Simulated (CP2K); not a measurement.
# C2H3FO2Si (SMILES O[Si]1(F)C=CO1): a chain of runs

We compute a geometry optimisation (AM1), then vibrational wavenumbers of C2H3FO2Si. 

The results are computed with CP2K 2026.2.

5 further runs of the same task are left out: 5 set aside as unsound or not needed.

## Step 1: Starting point

C2H3FO2Si has 9 atoms, charge 0, and is taken as a singlet. SMILES: `O[Si]1(F)C=CO1`. All atoms were displaced at random from a relaxed shape. The run starts from this shape.

Bond lengths: O1–Si2 1.647 Å, Si2–F3 1.596 Å, Si2–C4 1.947 Å, C4–C5 1.367 Å, Si2–O6 1.679 Å, C5–O6 1.392 Å, O1–H7 0.955 Å, C4–H8 1.022 Å, C5–H9 1.021 Å. Some angles: O1–Si2–F3 104.9°, O1–Si2–C4 129.8°, O1–Si2–O6 115.5°, F3–Si2–C4 115.8°, F3–Si2–O6 111.4°, C4–Si2–O6 76.3°, Si2–C4–C5 82.2°, C4–C5–O6 109.2°, Si2–O6–C5 92.2°, Si2–O1–H7 118.5°.

## Step 2: A structure relaxation at AM1 (run 1)

Contents of molecule.xyz:

```xyz
9

O      1.545482    -0.542339    -1.453817
Si     0.817082    -0.202661    -0.016759
F      1.977735    -0.331031     1.070695
C     -0.976644    -0.636429     0.602887
C     -1.144427     0.714717     0.482776
O      0.054974     1.290947     0.072453
H      1.126575    -0.245242    -2.258542
H     -1.557877    -1.437373     0.857939
H     -1.941670     1.288094     0.763947
```

Contents of calc.inp:

```
&GLOBAL
  PROJECT calc
  RUN_TYPE GEO_OPT
  PRINT_LEVEL LOW
&END GLOBAL
&MOTION
  &GEO_OPT
    OPTIMIZER BFGS
    MAX_ITER 100
    MAX_FORCE 1.0E-04
    RMS_FORCE 6.7E-05
  &END GEO_OPT
  &PRINT
    &TRAJECTORY
      &EACH
        GEO_OPT 1
      &END EACH
    &END TRAJECTORY
    &FORCES ON
      &EACH
        GEO_OPT 1
      &END EACH
    &END FORCES
    &RESTART OFF
    &END RESTART
    &RESTART_HISTORY OFF
    &END RESTART_HISTORY
  &END PRINT
&END MOTION
&FORCE_EVAL
  METHOD QS
  &DFT
    CHARGE 0
    MULTIPLICITY 1
    # Quickstep
    &QS
      METHOD AM1
      EPS_DEFAULT 1.0E-10
      &SE
        &COULOMB
          CUTOFF [angstrom] 50
          RC_RANGE [angstrom] 0
        &END COULOMB
        &EXCHANGE
          CUTOFF [angstrom] 50
          RC_RANGE [angstrom] 0
        &END EXCHANGE
      &END SE
    &END QS
    &POISSON
      PERIODIC NONE
      POISSON_SOLVER ANALYTIC
    &END POISSON
    &SCF
      SCF_GUESS ATOMIC
      EPS_SCF 1.0E-07
      MAX_SCF 100
      ADDED_MOS 2
      &DIAGONALIZATION
        ALGORITHM STANDARD
      &END DIAGONALIZATION
      &MIXING
        METHOD DIRECT_P_MIXING
        ALPHA 0.4
      &END MIXING
    &END SCF
    &PRINT
      &MOMENTS
        PERIODIC F
        REFERENCE COM
        MAX_MOMENT 1
      &END MOMENTS
      &MULLIKEN OFF
      &END MULLIKEN
      &HIRSHFELD OFF
      &END HIRSHFELD
    &END PRINT
  &END DFT
  &SUBSYS
    # vacuum box
    &CELL
      ABC [angstrom] 13.9 12.7 13.3
      PERIODIC NONE
    &END CELL
    &TOPOLOGY
      COORD_FILE_NAME molecule.xyz
      COORD_FILE_FORMAT XYZ
      &CENTER_COORDINATES
      &END CENTER_COORDINATES
    &END TOPOLOGY
  &END SUBSYS
&END FORCE_EVAL
```

Command:

```
$ OMP_NUM_THREADS=1 cp2k.psmp -i calc.inp -o calc.out
```

Output:

```text
CP2K| version string:                                       CP2K version 2026.2
[...]
 GLOBAL| Method name                                                        CP2K
[...]
 GLOBAL| Run type                                                        GEO_OPT
[...]
                             - Atoms:                                          9
[...]
                             - Spherical basis functions:                     27
[...]
 Number of electrons:                                                         34
[...]
     1 P_Mix/Diag. 0.40E+00    0.0     0.85811795       -47.9731452639 -4.80E+01
[...]
  *** SCF run converged in    22 steps ***
[...]
 ENERGY| Total FORCE_EVAL ( QS ) energy [hartree]            -55.443819640915876
[...]
 OPT| Step number                                                              0
[...]
 OPT| Total energy [hartree]                                      -55.4438196409
[...]
 OPT| Step number                                                             25
[...]
 OPT| Total energy [hartree]                                      -55.4794812872
[...]
 OPT| Step number                                                             26
[...]
 OPT| Total energy [hartree]                                      -55.4794813588
[...]
 ***                    GEOMETRY OPTIMIZATION COMPLETED                      ***
[...]
    10 DIIS/Diag.  0.28E-07    0.0     0.00000002       -55.4794813588 -3.55E-14
  *** SCF run converged in    10 steps ***
  Core-core repulsion energy [eV]:                           2730.67567793458829
  Core Hamiltonian energy [eV]:                             -2533.15181317182260
  Two-electron integral energy [eV]:                        -3414.39465636124805
  Electronic energy [eV]:                                   -4240.34914135244708
  Total energy [eV]:                                        -1509.67346341785833
  Atomic reference energy [eV]:                              1501.59611322271508
  Heat of formation [kcal/mol]:                              -186.26813528808978
[...]
 SE_DIPOLE| Moment [Debye]          1.87816080       1.00912506       0.73110001
 SE_DIPOLE| Derivative [a.u.]       0.00000000       0.00000000       0.00000000
 ENERGY| Total FORCE_EVAL ( QS ) energy [hartree]            -55.479481358832786
[...]
```

Wall time 0.68 s (1 thread of Arm Neoverse V2, shared host).

The path in brief:

```
step  energy from the first frame kept (eV)  largest force (eV/Å)
   1                                 0.0000                2.8284
   3                                -0.2776                0.9942
   5                                -0.3186                0.3901
   7                                -0.3241                0.0696
   9                                -0.3263                0.1740
  11                                -0.3290                0.1594
  13                                -0.3306                0.0707
  15                                -0.3311                0.0455
  17                                -0.3315                0.0340
  19                                -0.3318                0.0402
  21                                -0.3321                0.0313
  23                                -0.3322                0.0097
  25                                -0.3322                0.0060
  27                                -0.3322                0.0027
```

After the run. Bond lengths: O1–Si2 1.733 Å, Si2–F3 1.599 Å, Si2–C4 1.779 Å, C4–C5 1.367 Å, Si2–O6 1.897 Å, C5–O6 1.372 Å, O1–H7 0.949 Å, C4–H8 1.083 Å, C5–H9 1.091 Å. Some angles: O1–Si2–F3 102.9°, O1–Si2–C4 124.1°, O1–Si2–O6 113.2°, F3–Si2–C4 125.1°, F3–Si2–O6 114.9°, C4–Si2–O6 73.6°, Si2–C4–C5 92.2°, C4–C5–O6 107.1°, Si2–O6–C5 87.1°, Si2–O1–H7 118.4°.

## Step 3: The harmonic vibrations at AM1 (run 2)

Contents of run.py:

```python
import numpy as np
from ase import Atoms
from ase.calculators.cp2k import CP2K
from ase.vibrations import Vibrations
from ase.thermochemistry import IdealGasThermo

atoms = Atoms(['O', 'Si', 'F', 'C', 'C', 'O', 'H', 'H', 'H'],
              positions=[(8.479506, 5.893210, 5.773279),
                         (7.787397, 6.192966, 7.333873),
                         (9.037344, 6.023155, 8.317001),
                         (6.096442, 5.839198, 7.758460),
                         (5.765218, 7.165488, 7.762359),
                         (6.901626, 7.866661, 7.449327),
                         (7.927556, 5.994914, 5.007523),
                         (5.442637, 5.002099, 7.967476),
                         (4.849914, 7.729623, 7.947323)])
atoms.set_cell([14.2, 12.9, 13.3])
atoms.center()
inp = """
&FORCE_EVAL
    METHOD Quickstep
    &DFT
        CHARGE 0
        MULTIPLICITY 1
        &QS
            METHOD AM1
            EPS_DEFAULT 1.0E-10
            &SE
                &COULOMB
                    CUTOFF [angstrom] 50
                    RC_RANGE [angstrom] 0
                &END COULOMB
                &EXCHANGE
                    CUTOFF [angstrom] 50
                    RC_RANGE [angstrom] 0
                &END EXCHANGE
            &END SE
        &END QS
        &POISSON
            PERIODIC NONE
            POISSON_SOLVER ANALYTIC
        &END POISSON
        &SCF
            SCF_GUESS ATOMIC
            EPS_SCF 1.0E-08
            MAX_SCF 100
            ADDED_MOS 2
            &DIAGONALIZATION
                ALGORITHM STANDARD
            &END DIAGONALIZATION
            &MIXING
                METHOD DIRECT_P_MIXING
                ALPHA 0.4
            &END MIXING
        &END SCF
        &PRINT
            &MOMENTS
                PERIODIC F
                REFERENCE COM
                MAX_MOMENT 1
            &END MOMENTS
            &MULLIKEN OFF
            &END MULLIKEN
            &HIRSHFELD OFF
            &END HIRSHFELD
        &END PRINT
    &END DFT
    &SUBSYS
    &END SUBSYS
&END FORCE_EVAL
"""
calculator = CP2K(command="cp2k.psmp -s", label="calc", inp=inp, basis_set=None, basis_set_file=None, potential_file=None, pseudo_potential=None, xc=None, cutoff=None, max_scf=None, charge=None, uks=False,
            force_eval_method=None, print_level="LOW", poisson_solver=None, stress_tensor=False)
atoms.calc = calculator
energy = atoms.get_potential_energy()
print(f"energy {energy:.6f} eV")
vib = Vibrations(atoms, delta=0.005)
vib.run()
vib.summary()
modes = vib.get_energies()[-21:]
thermo = IdealGasThermo(vib_energies=modes, potentialenergy=energy, atoms=atoms, geometry="nonlinear", symmetrynumber=1, spin=0, ignore_imag_modes=True)
thermo.get_gibbs_energy(temperature=200, pressure=101325.0)
```

Command:

```
$ OMP_NUM_THREADS=1 python run.py
```

Output:

```text
energy -1509.673463 eV
---------------------
  #    meV     cm^-1
---------------------
  0    0.4i      3.3i
  1    0.3i      2.4i
  2    0.2i      1.7i
  3    0.0       0.0
  4    0.0       0.2
  5    0.0       0.3
  6   15.4     124.2
  7   19.9     160.7
  8   25.7     207.1
  9   29.1     235.1
 10   30.3     244.2
 11   53.2     428.8
 12   62.1     500.5
 13   70.2     566.1
 14  104.8     845.2
 15  106.0     854.6
 16  110.1     888.3
 17  119.3     962.0
 18  121.3     978.6
 19  137.2    1106.3
 20  149.3    1204.1
 21  151.4    1221.4
 22  179.1    1444.9
 23  207.4    1672.9
 24  403.1    3251.5
 25  408.4    3294.1
 26  444.4    3584.5
---------------------
Zero-point energy: 1.474 eV
Enthalpy components at T = 200.00 K:
===============================
Enthalpy components at T = 200.00 K:
===============================
E_pot              -1509.673 eV
E_ZPE                  1.474 eV
Cv_trans (0->T)        0.026 eV
Cv_rot (0->T)          0.026 eV
Cv_vib (0->T)          0.047 eV
-------------------------------
U                  -1508.101 eV
===============================
(C_v -> C_p)           0.017 eV
-------------------------------
H                  -1508.084 eV
===============================

Entropy components at T = 200.00 K and P = 101325.0 Pa:
=================================================
{"":15s}{"S":13s}     {"T*S:13s}
S_trans (1 bar)    0.0016451 eV/K        0.329 eV
S_rot              0.0011129 eV/K        0.223 eV
S_elec             0.0000000 eV/K        0.000 eV
S_vib              0.0003759 eV/K        0.075 eV
S (1 bar -> P)    -0.0000011 eV/K       -0.000 eV
-------------------------------------------------
S                  0.0031327 eV/K        0.627 eV
=================================================

Free energy components at T = 200.00 K and P = 101325.0 Pa:
=======================
    H      -1508.084 eV
 -T*S         -0.627 eV
-----------------------
    G      -1508.711 eV
=======================
```

calc.out (excerpt; [...] marks lines left out):

```text
CP2K| version string:                                       CP2K version 2026.2
[...]
 GLOBAL| Method name                                                        CP2K
[...]
 GLOBAL| Run type                                                   ENERGY_FORCE
[...]
 *** WARNING in qs_kind_types.F:2264 :: Information provided in the input ***
 *** file regarding BASIS for KIND <O> will be ignored!                   ***
 *** WARNING in qs_kind_types.F:2264 :: Information provided in the input ***
 *** file regarding BASIS for KIND <Si> will be ignored!                  ***
 *** WARNING in qs_kind_types.F:2264 :: Information provided in the input ***
 *** file regarding BASIS for KIND <F> will be ignored!                   ***
 *** WARNING in qs_kind_types.F:2264 :: Information provided in the input ***
 *** file regarding BASIS for KIND <C> will be ignored!                   ***
[...]
    17 DIIS/Diag.  0.23E-07    0.0     0.00000002       -55.4794572785 -5.68E-14
[...]
    24 DIIS/Diag.  0.72E-08    0.0     8.7275E-09       -55.4794572785  7.82E-14
  *** SCF run converged in    24 steps ***
  Core-core repulsion energy [eV]:                           2731.51002287673100
  Core Hamiltonian energy [eV]:                             -2533.24497753877768
  Two-electron integral energy [eV]:                        -3415.87570699467597
  Electronic energy [eV]:                                   -4241.18283103611520
  Total energy [eV]:                                        -1509.67280815938443
  Atomic reference energy [eV]:                              1501.59611322271508
  Heat of formation [kcal/mol]:                              -186.25302466751356
[...]
 SE_DIPOLE| Moment [Debye]          1.87276646       1.01236510       0.75775801
 SE_DIPOLE| Derivative [a.u.]       0.00000000       0.00000000       0.00000000
 ENERGY| Total FORCE_EVAL ( QS ) energy [hartree]            -55.479457278525935
[...]
 Number of electrons:                                                         34
[...]
```

It took 2.4 s on 1 thread of Arm Neoverse V2, shared host.

## Step 4: Summary of results

| quantity | value |
| --- | --- |
| run 1, AM1: total energy at the end | -55.47948 Eh |
| run 1, AM1: dipole moment | 2.25 D |
| run 1, AM1: heat of formation | -186.3 kcal/mol |
| run 2, AM1: lowest harmonic wavenumber | 124 cm⁻¹ |
| run 2, AM1: highest harmonic wavenumber | 3584 cm⁻¹ |
| run 2, AM1: zero-point energy | 142.2 kJ/mol |
| run 2, AM1: ideal-gas entropy at 200 K (symmetry number 1 as used) | 72.2 cal/(mol K) |

The optimisation (run 1, AM1) took 26 steps. All 21 modes (run 2, AM1) are real, so the shape is a minimum at this level.
